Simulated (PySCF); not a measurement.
# C5H16NSi+: excited states

Wanted: excited states for C5H16NSi+ (`CC[SiH2]C[NH+](C)C`).

Computed with PySCF 2.14.0 and routines of our own; the level stands in each step. Atoms count from 0.

### Step 1. The starting structure

23 atoms, charge 1, multiplicity 1; geometry from: GFN2-xTB.

### Step 2. Excited states: TDA CAM-B3LYP/def2-SVP

What the job is given:

```
{"job": {"kind": "states", "xc": "CAM-B3LYP", "basis": "def2-SVP", "tda": true, "soc": true, "nstates": 6, "ntriplets": 4, "nquad": 4}, "charge": 1, "multiplicity": 1}
C      3.198641     0.814325     0.165006
C      2.667900    -0.591898    -0.125769
Si     0.946469    -0.917934     0.585724
C     -0.278244     0.336732    -0.281624
N     -1.693064    -0.097014    -0.314467
C     -2.512568     0.766023    -1.185534
C     -2.273040    -0.162722     1.036401
H      4.201938     0.924199    -0.237973
H      2.569008     1.575810    -0.289276
H      3.245525     1.000408     1.234589
H      3.365737    -1.321703     0.287964
H      2.666769    -0.755567    -1.206510
H      0.379472    -2.222376     0.212958
H      0.827262    -0.672956     2.021907
H     -0.241253     1.312361     0.200244
H      0.046149     0.482726    -1.311765
H     -1.704908    -1.045041    -0.705562
H     -2.524036     1.778851    -0.786038
H     -2.098753     0.791641    -2.191591
H     -3.534805     0.395549    -1.236982
H     -1.726145    -0.875386     1.648591
H     -3.317369    -0.466801     0.986677
H     -2.215437     0.819220     1.503108
```

Method: TDA CAM-B3LYP/def2-SVP excited states, vertical, gas phase, spin-orbit mean-field couplings.

Run with:

```
$ OMP_NUM_THREADS=1 python excited_run.py task.json out
```

One launch serves the whole session: the jobs run in the order shown.

Standard output:

```text
coarse grid: 18040 points
cycle   1  E = -543.6026799107  dE =  8.383e-01  |g| = 4.466e-01  |ddm| = 4.349e+00
cycle   2  E = -543.6124666083  dE = -9.787e-03  |g| = 4.596e-01  |ddm| = 8.936e-01
cycle   3  E = -543.6576713281  dE = -4.520e-02  |g| = 4.194e-02  |ddm| = 3.522e-01
cycle   4  E = -543.6580352623  dE = -3.639e-04  |g| = 1.733e-02  |ddm| = 5.536e-02
cycle   5  E = -543.6581063928  dE = -7.113e-05  |g| = 4.119e-03  |ddm| = 1.956e-02
cycle   6  E = -543.6581107097  dE = -4.317e-06  |g| = 8.175e-04  |ddm| = 4.839e-03
final grid: 164912 points
cycle   7  E = -543.7425135950  dE = -4.514e-05  |g| = 4.654e-03  |ddm| = 2.293e-02
cycle   8  E = -543.7425152873  dE = -1.692e-06  |g| = 4.017e-03  |ddm| = 8.376e-03
cycle   9  E = -543.7425194406  dE = -4.153e-06  |g| = 2.482e-04  |ddm| = 3.631e-03
cycle  10  E = -543.7425194535  dE = -1.291e-08  |g| = 1.436e-04  |ddm| = 3.761e-04
cycle  11  E = -543.7425194582  dE = -4.710e-09  |g| = 2.930e-05  |ddm| = 1.380e-04
cycle  12  E = -543.7425194584  dE = -1.947e-10  |g| = 7.343e-06  |ddm| = 3.269e-05
converged SCF energy = -543.7425194584

Singlet excitations
state   eV       nm        f     d(h-e)  d(exc)  Lambda  PR(NTO)  |dmu|/D   mu/D   main configurations
  1   8.1473   152.2   0.05972   2.459   3.904   0.314   1.028    9.299    3.962   H->L 0.81, H->L+3 0.10
  2   8.4643   146.5   0.01726   1.246   3.142   0.361   1.548    4.834    1.803   H-1->L 0.41, H->L+1 0.15, H-2->L 0.15
  3   8.6707   143.0   0.13867   1.243   3.202   0.441   1.455    4.391    1.986   H->L+1 0.65, H-1->L 0.10
  4   8.8920   139.4   0.01487   1.407   3.277   0.354   1.054    5.542    0.837   H-2->L 0.53, H-3->L 0.18
  5   9.3058   133.2   0.02326   1.220   3.227   0.414   1.697                     H->L+3 0.29, H->L+2 0.15, H->L+4 0.10
  6   9.3467   132.7   0.02391   0.547   3.079   0.487   1.242                     H-1->L+1 0.67

Triplet excitations (Tamm-Dancoff)
state   eV     d(h-e)  d(exc)  Lambda  PR(NTO)   main configurations
  1   7.6543   1.808   3.422   0.344   1.027   H->L 0.62, H->L+3 0.17, H->L+1 0.08
  2   8.0499   1.064   2.970   0.451   1.484   H->L+1 0.58, H->L+3 0.10
  3   8.1019   0.897   2.968   0.364   1.554   H-1->L 0.34, H-2->L 0.18, H->L+1 0.17
  4   8.4556   0.797   2.910   0.380   1.118   H-2->L 0.37, H-3->L 0.18, H-2->L+3 0.13
S1 - T1 = 0.4931 eV

Spin-orbit couplings |<S|Hso|T>| (cm-1)
             T1       T2       T3       T4
S0       23.623   33.963    5.816   30.813
S1        5.951    6.481   29.341   32.582
S2       17.531    5.214    2.479   24.039
S3       21.089    6.685   11.219    9.617
S4       32.169   16.587   24.114    2.250
S5       10.311   17.194    6.612    5.687
S6        4.426   16.840   20.800    8.122
T1 sublevels (cm-1): 0.000 0.072 0.231   radiative rates (1/s): 33.4 194 5.02e+03
```

Run time: 56 s. Hardware: 1 thread of AMD EPYC 7R43, shared host; peak memory 0.85 GiB.

From this job:

```csv
quantity,value
S1 less T1,0.49 eV
```

Orbitals, density, ELF and potential are computed afterwards from the orbital file.

Frontier orbitals at CAM-B3LYP/def2-SVP, with the share of their density that lies nearest to each atom:

```csv
orbital,energy (eV),lies on
HOMO,-13.52,C1 29 %; Si2 17 %; H7 16 %
LUMO,-2.81,H16 31 %; N4 7 %; 4 H atoms about 6 % each
```

ELF in a plane through or near 6 of the atoms.

Values, 10 rows by 14 columns:
```
0.00 0.00 0.00 0.00 0.00 0.00 0.00 0.00 0.00 0.00 0.00 0.00 0.00 0.00
0.00 0.00 0.00 0.00 0.00 0.00 0.00 0.00 0.00 0.00 0.00 0.00 0.00 0.00
0.00 0.00 0.00 0.01 0.30 0.10 0.00 0.00 0.00 0.12 0.09 0.00 0.00 0.00
0.00 0.01 0.98 0.63 0.98 0.95 0.01 0.20 0.01 0.98 0.83 0.03 0.00 0.00
0.00 0.04 0.98 0.76 0.55 0.22 0.13 0.95 0.18 0.33 0.34 0.13 0.00 0.00
0.00 0.00 0.06 0.52 0.49 0.10 0.35 0.67 0.18 0.39 0.10 0.01 0.00 0.00
0.00 0.00 0.00 0.02 0.03 0.45 0.91 0.09 0.61 0.62 0.99 0.85 0.00 0.00
0.00 0.00 0.00 0.00 0.02 0.97 1.00 0.09 0.99 0.77 0.83 0.37 0.00 0.00
0.00 0.00 0.00 0.00 0.00 0.53 0.90 0.02 0.37 0.19 0.00 0.00 0.00 0.00
0.00 0.00 0.00 0.00 0.00 0.00 0.00 0.00 0.00 0.00 0.00 0.00 0.00 0.00
```
The map spans 13.5 Å across and 9.2 Å up, centred on the molecule. Atoms in the plane (x, y in Å): C0 (-3.2, 0.6), C6 (2.2, -1.1), H7 (-4.2, 1.0), H13 (-1.0, -2.0), H17 (2.6, 1.5), H20 (1.6, -2.0).

On the surface of density 0.002 e/bohr³ the electrostatic potential runs, from the 1st to the 99th percentile, from 2.68 to 6.60 V.

### Step 3. Excited states: TDA HSE06/def2-SVP in benzene

Settings changed since step 2:

```diff
@@ -1,2 +1,2 @@
-{"job": {"kind": "states", "xc": "CAM-B3LYP", "basis": "def2-SVP", "tda": true, "soc": true, "nstates": 6, "ntriplets": 4, "nquad": 4}, "charge": 1, "multiplicity": 1}
+{"job": {"kind": "states", "xc": "HSE06", "basis": "def2-SVP", "tda": true, "soc": true, "nstates": 6, "ntriplets": 4, "nquad": 4, "solvent": "benzene", "scf": {"guess": "huckel"}}, "charge": 1, "multiplicity": 1}
 C      3.198641     0.814325     0.165006
```

With the program's defaults for keys left out, this is: TDA HSE06/def2-SVP excited states, vertical, IEF-PCM benzene (non-equilibrium response), spin-orbit mean-field couplings.

Standard output:

```text
final grid: 164912 points
cycle   1  E = -540.6608955209  dE = -1.023e+00  |g| = 3.291e+00  |ddm| = 5.997e+00
cycle   2  E = -538.6303129649  dE =  2.031e+00  |g| = 3.978e+00  |ddm| = 9.581e+00
cycle   3  E = -543.4660924852  dE = -4.836e+00  |g| = 5.833e-01  |ddm| = 8.262e+00
cycle   4  E = -543.5117337885  dE = -4.564e-02  |g| = 3.984e-01  |ddm| = 7.594e-01
cycle   5  E = -543.5448564683  dE = -3.312e-02  |g| = 5.305e-02  |ddm| = 2.927e-01
cycle   6  E = -543.5454968378  dE = -6.404e-04  |g| = 1.947e-02  |ddm| = 7.070e-02
cycle   7  E = -543.5455906079  dE = -9.377e-05  |g| = 4.542e-03  |ddm| = 2.101e-02
cycle   8  E = -543.5455963754  dE = -5.768e-06  |g| = 6.767e-04  |ddm| = 5.878e-03
cycle   9  E = -543.5455964788  dE = -1.034e-07  |g| = 2.272e-04  |ddm| = 9.249e-04
cycle  10  E = -543.5455964906  dE = -1.184e-08  |g| = 6.962e-05  |ddm| = 2.516e-04
cycle  11  E = -543.5455964920  dE = -1.334e-09  |g| = 1.265e-05  |ddm| = 9.094e-05
cycle  12  E = -543.5455964920  dE = -4.400e-11  |g| = 2.747e-06  |ddm| = 1.745e-05
converged SCF energy = -543.5455964920

Singlet excitations
state   eV       nm        f     d(h-e)  d(exc)  Lambda  PR(NTO)  |dmu|/D   mu/D   main configurations
  1   7.8080   158.8   0.08553   2.919   4.279   0.370   1.017   11.838    5.784   H->L 0.96
  2   8.2305   150.6   0.00860   1.284   3.315   0.482   1.896    5.174    2.417   H-1->L 0.52, H->L+1 0.39
  3   8.3766   148.0   0.15390   1.418   3.384   0.499   1.882    5.568    1.778   H->L+1 0.55, H-1->L 0.38
  4   8.6070   144.1   0.02048   1.675   3.559   0.391   1.061    7.136    0.565   H-2->L 0.86
  5   8.9561   138.4   0.05719   0.467   3.194   0.577   1.378                     H-1->L+1 0.80, H->L+2 0.12
  6   8.9890   137.9   0.01009   2.187   4.022   0.460   2.564                     H->L+2 0.39, H-3->L 0.36, H-1->L+1 0.13

Triplet excitations (Tamm-Dancoff)
state   eV     d(h-e)  d(exc)  Lambda  PR(NTO)   main configurations
  1   7.3590   2.064   3.666   0.384   1.014   H->L 0.83
  2   7.8244   1.222   3.130   0.525   1.160   H->L+1 0.83
  3   7.8683   0.749   3.065   0.447   1.190   H-1->L 0.74
  4   8.2324   0.843   3.063   0.408   1.134   H-2->L 0.65, H-3->L 0.11
S1 - T1 = 0.4489 eV

Spin-orbit couplings |<S|Hso|T>| (cm-1)
             T1       T2       T3       T4
S0       19.362   34.037    5.518   27.781
S1        3.031    3.851   30.078   30.505
S2       13.634    2.355    3.614   21.568
S3       25.346    7.429    5.691   14.264
S4       30.286   11.739   25.346    2.779
S5        4.654   26.140   17.835   10.005
S6       10.451    2.677   10.488    3.592
T1 sublevels (cm-1): 0.000 0.052 0.193   radiative rates (1/s): 35.4 162 6.11e+03
```

Wall time 54 s (1 thread of AMD EPYC 7R43, shared host); peak memory 1 GiB.

From this job:

```csv
quantity,value
S1 less T1,0.45 eV
```

### Step 4. Excited states: TDA CAM-B3LYP/def2-SVP

Settings changed since step 3:

```diff
@@ -1,2 +1,2 @@
-{"job": {"kind": "states", "xc": "HSE06", "basis": "def2-SVP", "tda": true, "soc": true, "nstates": 6, "ntriplets": 4, "nquad": 4, "solvent": "benzene", "scf": {"guess": "huckel"}}, "charge": 1, "multiplicity": 1}
+{"job": {"kind": "states", "xc": "CAM-B3LYP", "basis": "def2-SVP", "tda": true, "soc": true, "nstates": 2, "ntriplets": 4, "nquad": 4, "scf": {"damp": 0.3}}, "charge": 1, "multiplicity": 1}
 C      3.198641     0.814325     0.165006
```

Level: TDA CAM-B3LYP/def2-SVP excited states, vertical, gas phase, spin-orbit mean-field couplings.

Standard output:

```text
damping 0.30 in the first 6 cycles
final grid: 164912 points
cycle   1  E = -543.6872982192  dE =  8.433e-01  |g| = 4.455e-01  |ddm| = 4.349e+00
cycle   2  E = -543.7294950468  dE = -4.220e-02  |g| = 2.400e-01  |ddm| = 6.513e-01
cycle   3  E = -543.7391247497  dE = -9.630e-03  |g| = 1.230e-01  |ddm| = 2.562e-01
cycle   4  E = -543.7416232071  dE = -2.498e-03  |g| = 6.510e-02  |ddm| = 1.394e-01
cycle   5  E = -543.7422781568  dE = -6.549e-04  |g| = 3.393e-02  |ddm| = 6.644e-02
cycle   6  E = -543.7421987682  dE =  7.939e-05  |g| = 3.983e-02  |ddm| = 5.113e-02
cycle   7  E = -543.7420738977  dE =  1.249e-04  |g| = 4.696e-02  |ddm| = 5.743e-02
cycle   8  E = -543.7425194148  dE = -4.455e-04  |g| = 3.926e-04  |ddm| = 3.108e-02
cycle   9  E = -543.7425194518  dE = -3.698e-08  |g| = 1.441e-04  |ddm| = 4.789e-04
cycle  10  E = -543.7425194583  dE = -6.538e-09  |g| = 1.188e-05  |ddm| = 2.113e-04
cycle  11  E = -543.7425194584  dE = -4.525e-11  |g| = 6.679e-06  |ddm| = 2.233e-05
converged SCF energy = -543.7425194584

Singlet excitations
state   eV       nm        f     d(h-e)  d(exc)  Lambda  PR(NTO)  |dmu|/D   mu/D   main configurations
  1   8.1473   152.2   0.05971   2.459   3.904   0.314   1.028    9.299    3.962   H->L 0.81, H->L+3 0.10
  2   8.4643   146.5   0.01726   1.246   3.142   0.361   1.548    4.834    1.803   H-1->L 0.41, H->L+1 0.15, H-2->L 0.15

Triplet excitations (Tamm-Dancoff)
state   eV     d(h-e)  d(exc)  Lambda  PR(NTO)   main configurations
  1   7.6543   1.808   3.422   0.344   1.027   H->L 0.62, H->L+3 0.17, H->L+1 0.08
  2   8.0499   1.064   2.970   0.451   1.484   H->L+1 0.58, H->L+3 0.10
  3   8.1019   0.897   2.968   0.364   1.554   H-1->L 0.34, H-2->L 0.18, H->L+1 0.17
  4   8.4556   0.797   2.910   0.380   1.118   H-2->L 0.37, H-3->L 0.18, H-2->L+3 0.13
S1 - T1 = 0.4931 eV

Spin-orbit couplings |<S|Hso|T>| (cm-1)
             T1       T2       T3       T4
S0       23.623   33.963    5.814   30.813
S1        5.951    6.479   29.341   32.582
S2       17.532    5.212    2.481   24.039
T1 sublevels (cm-1): 0.000 0.169 0.293   radiative rates (1/s): 33.5 98.2 797
```

Wall time 44 s (1 thread of AMD EPYC 7R43, shared host); peak memory 0.94 GiB.

In short:

```csv
quantity,value
S1 less T1,0.49 eV
```

### Step 5. Excited states: TDA BP86/6-31+G*

Settings changed since step 4:

```diff
@@ -1,2 +1,2 @@
-{"job": {"kind": "states", "xc": "CAM-B3LYP", "basis": "def2-SVP", "tda": true, "soc": true, "nstates": 2, "ntriplets": 4, "nquad": 4, "scf": {"damp": 0.3}}, "charge": 1, "multiplicity": 1}
+{"job": {"kind": "states", "xc": "BP86", "basis": "6-31+G*", "tda": true, "soc": true, "nstates": 6, "ntriplets": 4, "nquad": 4}, "charge": 1, "multiplicity": 1}
 C      3.198641     0.814325     0.165006
```

Level: TDA BP86/6-31+G* excited states, vertical, gas phase, spin-orbit mean-field couplings.

Standard output:

```text
coarse grid: 18040 points
cycle   1  E = -544.1479602820  dE =  4.860e-01  |g| = 6.353e-01  |ddm| = 4.190e+00
cycle   2  E = -543.9860925380  dE =  1.619e-01  |g| = 1.012e+00  |ddm| = 2.643e+00
cycle   3  E = -544.2521396651  dE = -2.660e-01  |g| = 1.094e-01  |ddm| = 1.800e+00
cycle   4  E = -544.2547223251  dE = -2.583e-03  |g| = 4.394e-02  |ddm| = 1.925e-01
cycle   5  E = -544.2552038118  dE = -4.815e-04  |g| = 9.496e-03  |ddm| = 9.178e-02
cycle   6  E = -544.2552257884  dE = -2.198e-05  |g| = 3.821e-03  |ddm| = 2.765e-02
cycle   7  E = -544.2552294313  dE = -3.643e-06  |g| = 5.674e-04  |ddm| = 5.424e-03
final grid: 164912 points
cycle   8  E = -544.1630040048  dE = -6.550e-05  |g| = 1.056e-02  |ddm| = 9.626e-02
cycle   9  E = -544.1629677395  dE =  3.627e-05  |g| = 1.553e-02  |ddm| = 2.895e-02
cycle  10  E = -544.1630326317  dE = -6.489e-05  |g| = 9.952e-04  |ddm| = 1.959e-02
cycle  11  E = -544.1630329091  dE = -2.774e-07  |g| = 3.327e-04  |ddm| = 2.229e-03
cycle  12  E = -544.1630329255  dE = -1.639e-08  |g| = 3.854e-05  |ddm| = 5.089e-04
cycle  13  E = -544.1630329258  dE = -3.262e-10  |g| = 1.815e-05  |ddm| = 1.040e-04
converged SCF energy = -544.1630329258

Singlet excitations
state   eV       nm        f     d(h-e)  d(exc)  Lambda  PR(NTO)  |dmu|/D   mu/D   main configurations
  1   6.0765   204.0   0.03174   4.091   5.099   0.292   1.008   15.105    9.544   H->L 0.98
  2   6.7654   183.3   0.01039   4.000   5.080   0.274   1.010   15.043    9.598   H-1->L 0.98
  3   7.0754   175.2   0.01787   3.122   4.507   0.355   1.219   11.896    6.251   H-2->L 0.89, H->L+1 0.09
  4   7.1721   172.9   0.04995   2.248   4.130   0.474   1.240    7.788    2.519   H->L+1 0.86, H-2->L 0.09
  5   7.2887   170.1   0.00187   3.865   5.246   0.221   1.011                     H->L+2 0.99
  6   7.3571   168.5   0.00666   2.809   4.251   0.346   1.030                     H-3->L 0.97

Triplet excitations (Tamm-Dancoff)
state   eV     d(h-e)  d(exc)  Lambda  PR(NTO)   main configurations
  1   5.9317   3.703   4.848   0.290   1.002   H->L 0.99
  2   6.6907   3.344   4.702   0.275   1.009   H-1->L 0.97
  3   6.8163   1.874   3.805   0.492   1.014   H->L+1 0.98
  4   6.9280   2.912   4.390   0.340   1.006   H-2->L 0.97
S1 - T1 = 0.1448 eV

Spin-orbit couplings |<S|Hso|T>| (cm-1)
             T1       T2       T3       T4
S0       15.275    3.954   18.863    8.808
S1        1.655   19.923    5.576   26.122
S2       16.508    2.117    1.589   13.153
S3       23.329   14.411    2.927    1.836
S4       13.555    4.680    2.199    2.557
S5        2.452    0.830    4.858    1.195
S6       25.397    9.204    2.699   19.364
T1 sublevels (cm-1): 0.000 0.041 0.084   radiative rates (1/s): 456 4.95 2.57e+03
```

Wall time 48 s (1 thread of AMD EPYC 7R43, shared host); peak memory 0.69 GiB.

Key values:

```csv
quantity,value
S1 less T1,0.14 eV
```

### Step 6. Excited states: TDA CAM-B3LYP/6-31+G* in ethanol

Settings changed since step 5:

```diff
@@ -1,2 +1,2 @@
-{"job": {"kind": "states", "xc": "BP86", "basis": "6-31+G*", "tda": true, "soc": true, "nstates": 6, "ntriplets": 4, "nquad": 4}, "charge": 1, "multiplicity": 1}
+{"job": {"kind": "states", "xc": "CAM-B3LYP", "basis": "6-31+G*", "tda": true, "soc": true, "nstates": 10, "ntriplets": 4, "nquad": 4, "solvent": "ethanol", "scf": {"guess": "atom"}}, "charge": 1, "multiplicity": 1}
 C      3.198641     0.814325     0.165006
```

With the program's defaults for keys left out, this is: TDA CAM-B3LYP/6-31+G* excited states, vertical, IEF-PCM ethanol (non-equilibrium response), spin-orbit mean-field couplings.

Standard output:

```text
final grid: 164912 points
cycle   1  E = -543.7796228519  dE =  2.423e+00  |g| = 1.105e+00  |ddm| = 4.682e+00
cycle   2  E = -543.8406268505  dE = -6.100e-02  |g| = 9.664e-01  |ddm| = 2.120e+00
cycle   3  E = -544.0890357993  dE = -2.484e-01  |g| = 6.575e-02  |ddm| = 1.379e+00
cycle   4  E = -544.0898110186  dE = -7.752e-04  |g| = 3.926e-02  |ddm| = 1.054e-01
cycle   5  E = -544.0901343399  dE = -3.233e-04  |g| = 5.392e-03  |ddm| = 3.284e-02
cycle   6  E = -544.0901408016  dE = -6.462e-06  |g| = 2.002e-03  |ddm| = 9.927e-03
cycle   7  E = -544.0901418264  dE = -1.025e-06  |g| = 3.438e-04  |ddm| = 3.327e-03
cycle   8  E = -544.0901418671  dE = -4.069e-08  |g| = 7.927e-05  |ddm| = 1.041e-03
cycle   9  E = -544.0901418694  dE = -2.242e-09  |g| = 2.901e-05  |ddm| = 2.210e-04
cycle  10  E = -544.0901418696  dE = -2.651e-10  |g| = 9.065e-06  |ddm| = 7.135e-05
converged SCF energy = -544.0901418696

Singlet excitations
state   eV       nm        f     d(h-e)  d(exc)  Lambda  PR(NTO)  |dmu|/D   mu/D   main configurations
  1   7.9435   156.1   0.02481   0.492   3.665   0.318   1.032    3.086    9.423   H->L 0.46, H->L+1 0.45
  2   8.1396   152.3   0.05470   1.429   3.776   0.318   1.063    5.687    5.877   H->L+1 0.42, H->L 0.32
  3   8.3477   148.5   0.08470   0.912   3.422   0.343   1.316    3.900    4.431   H-1->L 0.46, H-1->L+1 0.25
  4   8.5952   144.2   0.00916   0.951   3.713   0.358   1.127    4.594   11.390   H-1->L+1 0.44, H-1->L 0.35
  5   8.7516   141.7   0.01650   0.854   4.082   0.262   1.318                     H->L+2 0.52, H->L+5 0.16, H->L+3 0.10
  6   8.8634   139.9   0.05136   1.068   3.837   0.274   2.076                     H->L+3 0.30, H-2->L+1 0.26, H->L+6 0.10
  7   8.8969   139.4   0.07927   0.730   3.740   0.286   2.157                     H->L+3 0.22, H-2->L+1 0.21, H-2->L 0.15
  8   8.9528   138.5   0.11558   0.401   3.656   0.314   2.209                     H-2->L 0.32, H-1->L+2 0.19, H-2->L+1 0.19
  9   9.0756   136.6   0.08056   0.497   3.943   0.305   2.166                     H->L+5 0.34, H-1->L+2 0.23
 10   9.1302   135.8   0.08999   1.301   4.076   0.301   2.257                     H-1->L+2 0.33, H->L+5 0.14, H-2->L 0.10

Triplet excitations (Tamm-Dancoff)
state   eV     d(h-e)  d(exc)  Lambda  PR(NTO)   main configurations
  1   7.6249   0.651   3.315   0.350   1.057   H->L+1 0.75
  2   7.8158   0.770   3.530   0.300   1.131   H->L 0.63
  3   8.0021   0.572   3.185   0.349   1.191   H-1->L 0.37, H-1->L+1 0.26
  4   8.2586   0.598   3.261   0.365   1.188   H-1->L+1 0.30, H-1->L 0.26, H-1->L+8 0.12
S1 - T1 = 0.3186 eV

Spin-orbit couplings |<S|Hso|T>| (cm-1)
             T1       T2       T3       T4
S0        6.223   26.868   23.106   17.122
S1        3.217    6.791    5.188   24.831
S2        4.364    9.284   26.538    4.262
S3       10.562   21.480    6.058    7.306
S4       22.791   18.778    8.722    2.950
S5        1.657    7.601    6.504    3.619
S6       13.052    9.687   19.011    7.252
S7       17.268   20.543   20.420    2.676
S8       15.131   14.243    5.950   17.216
S9       11.055    8.730    1.455    4.173
S10       5.677   15.267    6.856    8.767
T1 sublevels (cm-1): 0.000 0.074 0.251   radiative rates (1/s): 274 44.9 638
```

Wall time 54 s (1 thread of AMD EPYC 7R43, shared host); peak memory 1.1 GiB.

In short:

```csv
quantity,value
S1 less T1,0.32 eV
```

### Step 7. Excited states (C₅H₁₆NSi+ (doublet)): CAM-B3LYP/cc-pVDZ-PP

Settings changed since step 6:

```diff
@@ -1,2 +1,2 @@
-{"job": {"kind": "states", "xc": "CAM-B3LYP", "basis": "6-31+G*", "tda": true, "soc": true, "nstates": 10, "ntriplets": 4, "nquad": 4, "solvent": "ethanol", "scf": {"guess": "atom"}}, "charge": 1, "multiplicity": 1}
+{"job": {"kind": "states", "xc": "CAM-B3LYP", "basis": "cc-pVDZ-PP", "tda": true, "soc": true, "nstates": 6, "ntriplets": 4, "nquad": 4, "scf": {"max_cycle": 66}}, "charge": 1, "multiplicity": 2}
 C      3.198641     0.814325     0.165006
```

Method: CAM-B3LYP/cc-pVDZ-PP.

Standard output:

```text
KeyError: 'Element c (Z=6) not found in basis cc-pVDZ-PP version 0'
```

It took 0.02 s on 1 thread of AMD EPYC 7R43, shared host.

Diagnosis: The basis cc-pVDZ-PP has no functions for an element of the molecule, so the input was refused before any integral. Besides, the multiplicity was changed in this input. Cure: choose a basis that covers all elements, and undo the other change.

### Step 8. Outcome

```
                                             quantity                               value
          S1 less T1 (step 2, TDA CAM-B3LYP/def2-SVP)                             0.49 eV
   S1 less T1 (step 3, TDA HSE06/def2-SVP in benzene)                             0.45 eV
          S1 less T1 (step 4, TDA CAM-B3LYP/def2-SVP)                             0.49 eV
                S1 less T1 (step 5, TDA BP86/6-31+G*)                             0.14 eV
S1 less T1 (step 6, TDA CAM-B3LYP/6-31+G* in ethanol)                             0.32 eV
                                                 runs  1 failed, 0 ended on unsound input
```

In words: In steps 2, 4, the number of triplets below S1 is 3, and the largest singlet-triplet spin-orbit coupling is S0–T2, 33.96 cm⁻¹. By nearest atom (CAM-B3LYP/def2-SVP), the HOMO sits on C1 29 %; Si2 17 % and the LUMO on H16 31 %; N4 7 %. In step 3 hole and electron of S1 lie 2.9 Å apart, a charge-transfer state, which a functional without long-range exact exchange places too low; S1, its gap to T1 and the count of triplets below it are unsure. In step 3, the number of triplets below S1 is 1, and the largest singlet-triplet spin-orbit coupling is S0–T2, 34.04 cm⁻¹. In step 5 hole and electron of S1 lie 4.1 Å apart, a charge-transfer state, which a functional without long-range exact exchange places too low; S1, its gap to T1 and the count of triplets below it are unsure. In step 5, the number of triplets below S1 is 1, and the largest singlet-triplet spin-orbit coupling is S1–T4, 26.12 cm⁻¹. In step 6, the number of triplets below S1 is 2, and the largest singlet-triplet spin-orbit coupling is S0–T2, 26.87 cm⁻¹. The orbital labels of the leading configurations differ from run to run, so check that S1 and T1 are the same states before comparing rows.
